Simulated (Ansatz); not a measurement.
# BaTiO3: the cost of one run

Computed with Ansatz 0.2.0 (DFT r2SCAN, scalar-relativistic, plane waves, PAW, unless a step's input says otherwise).

1 further run of the same task is left out (set aside as unsound or not needed).

### Step 1. The system as given

It takes space group P4mm (No. 99, tetragonal). Conventional cell: a = 3.972 Å, b = 3.972 Å, c = 4.112 Å, α = 90.00°, β = 90.00°, γ = 90.00°. Ba (site symmetry 4mm) is surrounded by 12 O at 2.79 to 2.92 Å. Around Ti (site symmetry 4mm) lie 5 O at 1.82 to 1.99 Å. O (site symmetry 4mm) is surrounded by 1 Ti at 1.82 Å. O (site symmetry 2mm) is surrounded by 2 Ti at 1.99 Å and 4 Ba at 2.79 to 2.92 Å.

Coordinates:

```
CELL_PARAMETERS angstrom
3.97232 0.00000 0.00000
0.00000 3.97232 0.00000
0.00000 0.00000 4.11238
ATOMIC_POSITIONS crystal
Ba 0.00000 0.00000 0.99261
Ti 0.50000 0.50000 0.47453
O 0.50000 0.50000 0.03157
O 0.50000 0.00000 0.51464
O 0.00000 0.50000 0.51464
```

It is the result of an earlier relaxation at this level (volume 12.98 Å³/atom; gap on the mesh: 2.23 eV).

### Step 2. The reference cell

Reference values: F = -10183.8274 eV; pressure 0.00 GPa; largest force 0.001 eV/Å; gap on the mesh 2.23 eV. It was computed beforehand with the settings of the runs below.

### Step 3. The scan: a sublattice displacement scan

Every Ba atom is moved by x along the Cartesian unit vector (0.000, 0.000, 1.000); the cell and all other atoms stay fixed. Forces below are components along that vector, summed over the moved atoms.

### Step 4. x = -0.100 Å

Input file input.yaml:

```yaml
crystal:
  lattice:
    - [3.9723167996, 0.0, 0.0]
    - [0.0, 3.9723167996, 0.0]
    - [0.0, 0.0, 4.1123825565]
  atoms:
    - { symbol: Ba, position: [0.0, 0.0, 0.9682941009] }
    - { symbol: Ti, position: [0.5, 0.5, 0.4745255192] }
    - { symbol: O, position: [0.5, 0.5, 0.0315737038] }
    - { symbol: O, position: [0.5, 0.0, 0.5146449361] }
    - { symbol: O, position: [0.0, 0.5, 0.5146449361] }
basis:
  ecutwfc: 500
kpoints:
  mp_grid: { grid: [8, 8, 8] }
hamiltonian:
  xc: r2scan
scf:
  occupations: { method: gaussian, width: 0.05 }
output:
  forces: true
  stress: true
  eigenvalues: true
  write_density: true
  write_potential: true
  elf: true
  volumetric_format: npy
```

Command:

```
$ ansatz run input.yaml --threads 1 --pin off --max-ram 2560MiB --backend cpu --events-out ev --progress --plain --runs-dir out
```

What time and memory should one allow on 1 thread of Intel Xeon at 2.50GHz (Skylake/Cascade Lake), shared host?

About 56 s, with a peak of 0.51 GiB.
